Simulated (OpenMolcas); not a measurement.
**Ru³⁺ among point charges: CASSCF and CASPT2 levels and susceptibility, part 1 of 2**

Aim: the splitting of the states of Ru³⁺ in the field of 8 point charges, its lowest levels with spin-orbit coupling and its magnetic susceptibility.

Program: OpenMolcas 26.06. Level of theory: state-averaged CASSCF and CASPT2, spin-orbit coupling by RASSI with atomic mean-field integrals. These are calculated values, not measurements, unless marked.

**1. The system**

- Species: Ru³⁺ (ruthenium, Z = 44, 41 electrons)
- Basis: ANO-RCC-VTZP [7s6p4d2f1g], 68 functions
- Scalar Hamiltonian: DKH2, point nucleus
- Inactive shells: 1s 2s 2p 3s 3p 3d 4s 4p
- Active space: 5 electrons in 5 orbitals (4d)
- Some configurations of this space: 4d5
- Orbitals: optimised for each spin and parity, averaged over all roots

The outer shells:

4d5
```
4d [↑ ][↑ ][↑ ][↑ ][↑ ]
```

The ion sits among 8 point charges of -1.2 e arranged as a cube (Oh), 1.99 Å from the ion.

Each step is its own input file, run in one work folder so that later steps find the files of earlier ones. Labels, J, g values, rates, χT and fits are worked out afterwards by a script from the matrices that RASSI stores. The input lists half of the charges; inversion (Group=XYZ) makes the rest.

**2. One- and two-electron integrals**

The input, a.inp:

```
&GATEWAY
Coord
1

Ru 0.0 0.0 0.0
Basis=ANO-RCC-VTZP
Group=XYZ
NoMove
AngMom=0.0 0.0 0.0
AMFI
XField
4 Angstrom 0
1.148927 1.148927 1.148927 -1.200000
1.148927 1.148927 -1.148927 -1.200000
1.148927 -1.148927 1.148927 -1.200000
1.148927 -1.148927 -1.148927 -1.200000
&SEWARD
```

Started as:

```sh
OMP_NUM_THREADS=1 MOLCAS_MEM=1689 MOLCAS_PROJECT=a pymolcas a.inp > a.log
```

The log of the run:

```text
Basis set label: RU.ANO-RCC...7S6P4D2F1G.

      Electronic valence basis set:
      ------------------
      Associated Effective Charge  44.000000 au
      Associated Actual Charge     44.000000 au
      Nuclear Model: Point charge

      Shell  nPrim  nBasis  Cartesian Spherical Contaminant
         s      21       7        X
         p      18       6        X
         d      13       4                 X
         f       6       2                 X
         g       4       1                 X
                  Relativistic Douglas-Kroll-Hess integrals:
                    - DKH order of Hamiltonian: 2
                    - DKH order of Properties : 0
                  Atomic mean-field integrals
```

**3. CASSCF: sextets of even parity, 1 root**

The input, a.inp:

```
&RASSCF
FileOrb=start.orb
Symmetry=1
Spin=6
nActEl=5 0 0
Inactive=9 9
Ras2=5 0
CIRoot=1 1 1
SDav=1
CIMx=300
Iter=120 100
PrWF=0.3
OrbListing=Nothing
MaxOrb=0
>>> COPY $Project.JobIph JOB001
```

start.orb holds the contracted functions of the basis, ordered by shell, or the orbitals of the step before.

The log of the run, cut to the lines that bear on the results:

```text
[...]
      Number of active orbitals                  5
[...]
      Spin quantum number                      2.5
[...]
      Active orbitals                            5   0
[...]
      Number of CSFs                             1
      Number of root(s) required                 1
[...]
      Convergence after  8 iterations
[...]
      Natural orbitals and occupation numbers for root  1
      sym 1:   1.000000   1.000000   1.000000   1.000000   1.000000
::    RASSCF root number  1 Total energy:  -4533.25837735
```

**4. Reference wave functions, quartets of even parity, 24 roots**

The input, a.inp:

```
&RASSCF
FileOrb=start.orb
Symmetry=1
Spin=4
nActEl=5 0 0
Inactive=9 9
Ras2=5 0
CIRoot=24 24 1
SDav=24
CIMx=300
Iter=120 100
PrWF=0.3
OrbListing=Nothing
MaxOrb=0
>>> COPY $Project.JobIph JOB002
```

The log of the run, cut to the lines that bear on the results:

```text
[...]
      Number of active orbitals                  5
[...]
      Spin quantum number                      1.5
[...]
      Active orbitals                            5   0
[...]
      Number of CSFs                            24
      Number of root(s) required                24
[...]
      Convergence after  7 iterations
[...]
      Natural orbitals and occupation numbers for root  1
      sym 1:   0.991126   0.851255   1.734177   0.271207   1.152235
      Natural orbitals and occupation numbers for root  2
      sym 1:   0.252890   0.987019   1.132193   0.874051   1.753847
      Natural orbitals and occupation numbers for root  3
      sym 1:   0.925149   0.200914   1.082733   0.988694   1.802510
::    RASSCF root number  1 Total energy:  -4533.14863189
::    RASSCF root number  2 Total energy:  -4533.14863189
::    RASSCF root number  3 Total energy:  -4533.14863189
[...]
::    RASSCF root number 21 Total energy:  -4533.04674195
::    RASSCF root number 22 Total energy:  -4533.04114817
::    RASSCF root number 23 Total energy:  -4533.04114817
::    RASSCF root number 24 Total energy:  -4533.04114817
```

**5. Reference wave functions, doublets of even parity, 75 roots**

The input, a.inp:

```
&RASSCF
FileOrb=start.orb
Symmetry=1
Spin=2
nActEl=5 0 0
Inactive=9 9
Ras2=5 0
CIRoot=75 75 1
SDav=75
CIMx=300
Iter=120 100
PrWF=0.3
OrbListing=Nothing
MaxOrb=0
>>> COPY $Project.JobIph JOB003
```

The log of the run, cut to the lines that bear on the results:

```text
[...]
      Number of active orbitals                  5
[...]
      Spin quantum number                      0.5
[...]
      Active orbitals                            5   0
[...]
      Number of CSFs                            75
      Number of root(s) required                75
[...]
      Convergence after  7 iterations
[...]
      Natural orbitals and occupation numbers for root  1
      sym 1:   0.228991   0.228165   1.750281   0.910102   1.882461
      Natural orbitals and occupation numbers for root  2
      sym 1:   0.920264   0.217893   1.880318   0.222525   1.758999
      Natural orbitals and occupation numbers for root  3
      sym 1:   0.216727   0.921998   1.760415   0.220858   1.880002
::    RASSCF root number  1 Total energy:  -4533.10361272
::    RASSCF root number  2 Total energy:  -4533.10361272
::    RASSCF root number  3 Total energy:  -4533.10361271
[...]
::    RASSCF root number 27 Total energy:  -4533.04050554
::    RASSCF root number 28 Total energy:  -4533.04050554
::    RASSCF root number 29 Total energy:  -4533.03965038
::    RASSCF root number 30 Total energy:  -4533.03965038
```

**6. State interaction with spin-orbit coupling**

The input, a.inp:

```
&RASSI
NrOfJobIphs=3 1 24 75
1
1 2 3 4 5 6 7 8 9 10 11 12 13 14 15 16 17 18 19 20 21 22 23 24
1 2 3 4 5 6 7 8 9 10 11 12 13 14 15 16 17 18 19 20 21 22 23 24 25 26 27
28 29 30 31 32 33 34 35 36 37 38 39 40 41 42 43 44 45 46 47 48 49 50 51
52 53 54 55 56 57 58 59 60 61 62 63 64 65 66 67 68 69 70 71 72 73 74 75
IphNames
JOB001
JOB002
JOB003
EJob
SpinOrbit
DIPRint=1.0
SOCoupling=1000.0
Subsets=2
Property=9
'ANGMOM' 1 'ANGMOM' 2 'ANGMOM' 3 'MLTPL  1' 1 'MLTPL  1' 2 'MLTPL  1' 3
'AMFI' 1 'AMFI' 2 'AMFI' 3
SOProperty=3
'ANGMOM' 1 'ANGMOM' 2 'ANGMOM' 3
```

The log of the run:

```text
SPIN-FREE ENERGIES:
  (Shifted by EMIN (a.u.) =      -4533.2583773509)

 SF State       Relative EMIN(au)   Rel lowest level(eV)    D:o, cm**(-1)      L_eff

     1             0.0000000000        0.0000000000              0.0000         0.0
     2             0.1097454654        2.9863262469          24086.3456         3.4
     3             0.1097454654        2.9863262469          24086.3456         3.4
     4             0.1097454654        2.9863262469          24086.3456         3.4
     5             0.1226874408        3.3384953395          26926.7808         3.9
     6             0.1226874408        3.3384953395          26926.7808         3.9
     7             0.1226874408        3.3384953395          26926.7808         3.9
     8             0.1248548414        3.3974733144          27402.4703         4.0
     9             0.1251454008        3.4053798383          27466.2407         4.0
    10             0.1251454008        3.4053798383          27466.2407         4.0
    11             0.1503089085        4.0901137650          32988.9923         2.2
    12             0.1503089085        4.0901137650          32988.9923         2.2
    13             0.1503089085        4.0901137650          32988.9923         2.2
    14             0.1534871593        4.1765983757          33686.5377         2.0
    15             0.1534871593        4.1765983757          33686.5377         2.0
    26             0.1547646358        4.2113602832          33966.9114         5.1
    27             0.1547646358        4.2113602832          33966.9114         5.1
    28             0.1547646358        4.2113602832          33966.9114         5.1
    16             0.1605710091        4.3693597475          35241.2630         2.2
    17             0.1605710091        4.3693597475          35241.2630         2.2
    18             0.1605710091        4.3693597475          35241.2630         2.2
    29             0.1675496995        4.5592595897          36772.9085         5.7
    30             0.1675496995        4.5592595897          36772.9085         5.7
    31             0.1675496995        4.5592595897          36772.9085         5.7
    32             0.1680190764        4.5720319848          36875.9249         5.4
    33             0.1721673894        4.6849133325          37786.3743         5.5
    34             0.1721673894        4.6849133325          37786.3743         5.5
    35             0.1721673894        4.6849133325          37786.3743         5.5
    36             0.1766171948        4.8059987052          38762.9937         5.8
    37             0.1766171948        4.8059987052          38762.9937         5.8
    38             0.1789161712        4.8685570401          39267.5607         6.0
    39             0.1913878177        5.2079278298          42004.7707         4.2
    40             0.1913878177        5.2079278298          42004.7707         4.2
    41             0.1913878177        5.2079278298          42004.7707         4.2
    42             0.1964803625        5.3465030342          43122.4551         3.2
    43             0.1964803625        5.3465030342          43122.4551         3.2
    44             0.2020584111        5.4982894692          44346.6953         3.7
    45             0.2020584111        5.4982894692          44346.6953         3.7
    46             0.2020584111        5.4982894692          44346.6953         3.7
    19             0.2053730562        5.5884855574          45074.1758         3.0
Eigenvalues of complex Hamiltonian:
   -----------------------------------
  (Shifted by EMIN (a.u.) =      -4533.2583773509)

 SO State       Relative EMIN(au)   Rel lowest level(eV)    D:o, cm**(-1)     J-value

     1            -0.0009949845        0.0000000000              0.0000         1.6
     2            -0.0009949845        0.0000000000              0.0000         2.1
     3            -0.0009949845        0.0000000000              0.0000         2.3
     4            -0.0009949845        0.0000000000              0.0000         1.8
     5            -0.0009949124        0.0000019619              0.0158         2.0
     6            -0.0009949124        0.0000019619              0.0158         2.0
     7             0.1077306552        2.9585753781          23862.5197         3.2
     8             0.1077306552        2.9585753781          23862.5197         3.2
     9             0.1077306552        2.9585753781          23862.5197         2.4
    10             0.1077306552        2.9585753781          23862.5197         2.4
    11             0.1081120890        2.9689547186          23946.2347         2.8
    12             0.1081120890        2.9689547186          23946.2347         2.8
    13             0.1084110389        2.9770895609          24011.8467         3.2
    14             0.1084110389        2.9770895609          24011.8467         3.2
    15             0.1087794249        2.9871138536          24092.6980         3.2
    16             0.1087794249        2.9871138537          24092.6980         3.1
    17             0.1087794249        2.9871138536          24092.6980         3.0
    18             0.1087794249        2.9871138536          24092.6980         3.0
    19             0.1208017648        3.3142583896          26731.2967         3.7
    20             0.1208017648        3.3142583896          26731.2967         3.7
    21             0.1209878117        3.3193209827          26772.1292         3.3
    22             0.1209878117        3.3193209827          26772.1292         3.3
    23             0.1209878117        3.3193209827          26772.1292         4.3
    24             0.1209878117        3.3193209827          26772.1292         4.3
    25             0.1216404762        3.3370808906          26915.3725         3.3
    26             0.1216404762        3.3370808906          26915.3725         3.0
    27             0.1216404762        3.3370808906          26915.3725         3.4
    28             0.1216404762        3.3370808906          26915.3725         3.0
    29             0.1222945886        3.3548801946          27058.9336         2.4
    30             0.1222945886        3.3548801946          27058.9336         2.4
    31             0.1236703780        3.3923173313          27360.8845         3.1
    32             0.1236703780        3.3923173313          27360.8845         4.0
    33             0.1236703780        3.3923173313          27360.8845         4.0
    34             0.1236703780        3.3923173313          27360.8845         3.1
    35             0.1242237948        3.4073765705          27482.3454         3.5
    36             0.1242237948        3.4073765705          27482.3454         3.5
    37             0.1243428238        3.4106155137          27508.4693         3.8
    38             0.1243428238        3.4106155137          27508.4693         3.8
    39             0.1245703955        3.4168080559          27558.4155         4.1
    40             0.1245703955        3.4168080559          27558.4155         3.2
    41             0.1245703955        3.4168080559          27558.4155         4.1
Weights of the five most important spin-orbit-free states for each spin-orbit state.

 SO State  Total energy (au)           Spin-free states, spin, and weights
 -------------------------------------------------------------------------------------------------------
    1        -0.000995       1 2.5  0.9928   16 1.5  0.0020    2 1.5  0.0014   18 1.5  0.0013    4 1.5  0.0010
    2        -0.000995       1 2.5  0.9928   18 1.5  0.0016   17 1.5  0.0015    4 1.5  0.0012    3 1.5  0.0011
    3        -0.000995       1 2.5  0.9928   17 1.5  0.0021    3 1.5  0.0015   18 1.5  0.0011    4 1.5  0.0009
    4        -0.000995       1 2.5  0.9928   16 1.5  0.0017   18 1.5  0.0013    2 1.5  0.0012    4 1.5  0.0011
    5        -0.000995       1 2.5  0.9928   18 1.5  0.0013   17 1.5  0.0013   16 1.5  0.0013    4 1.5  0.0011
    6        -0.000995       1 2.5  0.9928   16 1.5  0.0013   17 1.5  0.0013   18 1.5  0.0013    2 1.5  0.0011
    7         0.107731       4 1.5  0.5733    2 1.5  0.2480    3 1.5  0.1341   28 0.5  0.0060    5 1.5  0.0040
    8         0.107731       4 1.5  0.5694    2 1.5  0.2601    3 1.5  0.1260   28 0.5  0.0060    5 1.5  0.0041
    9         0.107731       3 1.5  0.5100    2 1.5  0.3782    4 1.5  0.0673   27 0.5  0.0050    7 1.5  0.0044
   10         0.107731       3 1.5  0.5039    2 1.5  0.3876    4 1.5  0.0640   27 0.5  0.0050   26 0.5  0.0044
   11         0.108112       2 1.5  0.3300    3 1.5  0.3300    4 1.5  0.3300   78 0.5  0.0009   14 1.5  0.0009
   12         0.108112       4 1.5  0.3300    2 1.5  0.3300    3 1.5  0.3300   78 0.5  0.0009   14 1.5  0.0009
```

These steps: 22 s of run time, 1 thread of Arm Neoverse V2, shared host.

States without spin-orbit coupling:

| state | degeneracy | E (cm-1) | free-ion L (%) |
| --- | --- | --- | --- |
| 6A1 | 1 | 0 | S (100) |
| 4T1 | 3 | 24086 | G (71) |
| 4T2 | 3 | 26927 | G (93) |
| 4A1 | 1 | 27402 | G (100) |
| 4E | 2 | 27466 | G (100) |
| 4T2 | 3 | 32989 | D (89) |
| 4E | 2 | 33687 | D (100) |
| 2T2 | 3 | 33967 | I (54) |
| 4T1 | 3 | 35241 | P (72) |
| 2T1 | 3 | 36773 | I (79) |
| 2A2 | 1 | 36876 | I (76) |
| 2T2 | 3 | 37786 | I (78) |
| 2E | 2 | 38763 | I (90) |
| 2A1 | 1 | 39268 | I (100) |
| 2T2 | 3 | 42005 | D (43) |
| 2E | 2 | 43122 | D (71) |
| 2T1 | 3 | 44347 | F (60) |
| 4A2 | 1 | 45074 | F (100) |
| 2T2 | 3 | 46272 | G (41) |
| 4T1 | 3 | 46449 | F (98) |
| 4T2 | 3 | 47676 | F (89) |
| 2A2 | 1 | 47793 | F (78) |
| 2T1 | 3 | 47817 | H (74) |
| 2E | 2 | 48005 | G (69) |

With spin-orbit coupling:

```csv
E (cm-1),Degeneracy,Label,2S+1,g
0.0,6,,6,
23863,4,Γ8,4,
23946,2,Γ6,4,2.78 2.78 2.78
24012,2,Γ7,4,2.51 2.51 2.51
24093,4,Γ8,4,
26731,2,Γ6,4,2.49 2.49 2.49
26772,4,Γ8,4,
26915,4,Γ8,4,
27059,2,Γ7,4,0.01 0.01 0.01
27361,4,Γ8,4,
27482,2,Γ7,4,0.08 0.08 0.08
27508,2,Γ6,4,2.89 2.89 2.89
27558,4,Γ8,4,
31932,2,Γ7,4,2.45 2.45 2.45
32283,4,Γ8,4,
32722,4,Γ8,4,
32975,2,Γ7,4,0.76 0.76 0.76
33231,2,Γ6,4,0.06 0.06 0.06
33325,4,Γ8,4,
33752,4,Γ8,2,
33802,2,Γ6,4,3.11 3.11 3.11
34911,2,Γ7,2,2.59 2.59 2.59
35447,2,Γ6,4,2.45 2.45 2.45
35804,4,Γ8,4,
```

The table of states holds 24 of 43 computed; the rest, higher up, is left out. Principal g values are given for doublets only; a zero marks a field direction without first-order Zeeman splitting.

Powder χT (cm³ K/mol): 4.37 at 2 K, 4.37 at 5 K, 4.37 at 10 K, 4.37 at 20 K, 4.37 at 50 K, 4.37 at 100 K, 4.37 at 150 K, 4.37 at 200 K, 4.37 at 250 K, 4.37 at 300 K.

A ligand-field fit to the states below 45000 cm-1 gives 10Dq = -5564 cm-1, B = 914 cm-1 and C = 3675 cm-1 (C/B = 4.02), with a deviation of 116 cm-1.

Orbitals of the lowest block (energies include the constant potential of the surroundings):

| shell | space | energy (hartree) | mean occupation | ⟨r²⟩ (bohr²) |
| --- | --- | --- | --- | --- |
| 1s | inactive | -815.5554 | 2.000 | 0.00147 |
| 2s | inactive | -119.1506 | 2.000 | 0.0249 |
| 2p | inactive | -106.4030 | 6.000 | 0.0197 |
| 3s | inactive | -21.2238 | 2.000 | 0.183 |
| 3p | inactive | -16.9113 | 6.000 | 0.187 |
| 3d | inactive | -9.9538 | 10.000 | 0.175 |
| 4s | inactive | -2.1700 | 2.000 | 1.17 |
| 4p | inactive | -0.8503 | 6.000 | 1.42 |
| 4d | RAS2 |  | 5.000 | 2.40 |

(Continued in part 2 of 2.)
